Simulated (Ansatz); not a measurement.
# C3HF5: the cost of one run

Method: the levels named in each step, in Ansatz 0.2.0.

## (1) The system as given

Bond lengths: F1–C2 1.322 Å, C2–C3 1.328 Å, C3–F4 1.336 Å, C3–C5 1.513 Å, C5–F6 1.339 Å, C5–F7 1.335 Å, C5–F8 1.335 Å, C2–H9 1.081 Å. Angles: F1–C2–C3 122.7°, F1–C2–H9 114.0°, C3–C2–H9 123.3°, C2–C3–F4 123.6°, C2–C3–C5 123.0°, F4–C3–C5 113.4°, C3–C5–F6 111.0°, C3–C5–F7 112.1°, C3–C5–F8 112.1°, F6–C5–F7 107.1°, F6–C5–F8 107.1°, F7–C5–F8 107.2°.

Coordinates:

```xyz
9

F     2.7862   -0.0059    0.2406
C     1.5493   -0.4720    0.2396
C     0.4949    0.2913   -0.0233
F     0.5784    1.5937   -0.3109
C    -0.9231   -0.2350   -0.0261
F    -0.9496   -1.5413    0.2675
F    -1.5112   -0.0879   -1.2154
F    -1.6908    0.3851    0.8727
H     1.4770   -1.5249    0.4715
```

## (2) A rough first relaxation, PBE-D4/def2-SVP

This run stands in another session on the same molecule. It ended at:

```xyz
9

F     2.7944    0.0152    0.2363
C     1.5573   -0.4770    0.2418
C     0.4829    0.2886   -0.0238
F     0.5721    1.5915   -0.3109
C    -0.9281   -0.2414   -0.0252
F    -0.9456   -1.5606    0.2722
F    -1.5086   -0.0720   -1.2327
F    -1.6905    0.4070    0.8816
H     1.4771   -1.5484    0.4768
```

## (3) Relaxation, PBE0-D4/def2-TZVPP

Input file input.yaml:

```yaml
crystal:
  periodic: [false, false, false]
  atoms:
    - { symbol: F, position_ang: [2.79442091, 0.01515302, 0.23629116] }
    - { symbol: C, position_ang: [1.55726005, -0.47696343, 0.24175655] }
    - { symbol: C, position_ang: [0.48287358, 0.28862246, -0.02375963] }
    - { symbol: F, position_ang: [0.57209311, 1.59147357, -0.31088749] }
    - { symbol: C, position_ang: [-0.92814726, -0.24135281, -0.02515946] }
    - { symbol: F, position_ang: [-0.94555132, -1.56057009, 0.27215959] }
    - { symbol: F, position_ang: [-1.5085852, -0.07198505, -1.23271055] }
    - { symbol: F, position_ang: [-1.69048803, 0.40695519, 0.88162348] }
    - { symbol: H, position_ang: [1.47713416, -1.54835287, 0.47679636] }
basis:
  gaussian: { orbitals: def2-TZVPP }
hamiltonian:
  xc: pbe0
  dispersion: d4
relax:
  f_tol: 0.002
  max_steps: 150
```

Started as:

```
$ ansatz run input.yaml --threads 4 --pin off --max-ram 10240MiB --backend cpu --events-out ev --progress --plain --runs-dir out
```

**Question.** How long does this run take on 4 threads of Arm Neoverse V2, shared host, and how much memory does it need?

About 30 s, with a peak of 0.76 GiB.
